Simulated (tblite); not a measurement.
# C5H11BrSSi: the cost of one run

Programs: tblite 0.8.0 and PySCF 2.14.0, with density-fitted response routines of our own. Each step states its level of theory. These are calculated values for one molecule in the gas phase, unless marked as measured. Atoms count from 0, in the outputs and in this text.

## Step 1: The starting structure

19 atoms, charge 0, multiplicity 1; geometry from: force field or distance geometry start.

Bonds of the start (Å): C0–Si1 1.86, Si1–Br2 2.20, Si1–S3 2.15, S3–C4 1.75, C4–C5 1.51, C4–C6 1.52, C6–C7 1.50, C7–C4 1.51, C0–H8 1.09, C0–H9 1.10, C0–H10 1.09, Si1–H11 1.48, C5–H12 1.11, C5–H13 1.10, C5–H14 1.10, C6–H15 1.07, C6–H16 1.08, C7–H17 1.09, C7–H18 1.09.

## Step 2: Optimising the geometry with GFN2-xTB

Job settings and geometry (Å):

```
{"job": {"kind": "relax", "xc": "GFN2-xTB", "basis": "xTB"}, "charge": 0, "multiplicity": 1}
C      3.488000    -0.081000     0.694300
Si     1.863200     0.427800    -0.056600
Br     1.998300     0.221400    -2.244100
S      0.315600    -0.852000     0.706600
C     -1.209800    -0.235600     0.107600
C     -1.656100     1.080000     0.692600
C     -1.626400    -0.561800    -1.319500
C     -2.292100    -1.250700    -0.162200
H      4.301100     0.551500     0.334900
H      3.453500     0.006400     1.790700
H      3.728600    -1.116500     0.448400
H      1.539100     1.826500     0.302000
H     -1.675100     1.031100     1.799500
H     -0.983000     1.896600     0.392600
H     -2.663600     1.360700     0.366300
H     -0.979900    -1.165300    -1.929600
H     -2.198300     0.172900    -1.868300
H     -3.327900    -0.997300     0.053900
H     -2.085100    -2.305400    -0.010400
```

Command:

```console
$ OMP_NUM_THREADS=1 python probes_run.py task.json out
```

This one command runs all jobs of the session in turn.

**Question.** How long does this first job take on 1 thread of Arm Neoverse N1, shared host, and how much memory does it need?

About 2.4 s, with a peak of 0.18 GiB.
